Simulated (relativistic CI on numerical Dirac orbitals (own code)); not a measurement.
# Ni: the cost of one run

Program: relativistic CI on numerical Dirac orbitals (own code) version 3. Level of theory: charge-transfer multiplet model of a cubic metal-ligand cluster with up to 3 ligand holes, Slater and spin-orbit integrals from Dirac-Coulomb-Breit ions, Slater integrals scaled by 0.7. These are calculated values, not measurements, unless marked.

## (1) The atom as given

```
ion                  : Ni³⁺ (Ni IV)
nuclear charge       : 28
electrons            : 25
d electrons          : 7
ligand holes at most : 3
parameters           : in eV; Veg, Vt2g hoppings, tenDq and tenDqL metal and ligand splittings (negative tenDq: tetrahedral), red the scaling of hopping with a core hole
temperature          : 20 K
widths               : Lorentz 0.6 eV, Gauss 0.8 eV
```

## (2) tenDq = 1.7 eV

The run's settings:

```ini
cluster ion=Ni3+ d7 ligand_holes=3 slater_scale=0.7
Delta=3.2 Udd=7.5 Upd=9.6 tenDq=1.7 tenDqL=1.5 Veg=2.1 Vt2g=-1.14 red=0.8
spectrum xps 2p T=20 lorentz=0.6 gauss=0.8
```

Launch:

```sh
$ python run_levels.py task.json out
```

task.json lists these runs, among others, and the program works through them in turn.

Q: Estimate wall time and peak memory on 1 thread of Neoverse-V1, shared host.

About 3.2 s, with a peak of 0.22 GiB.
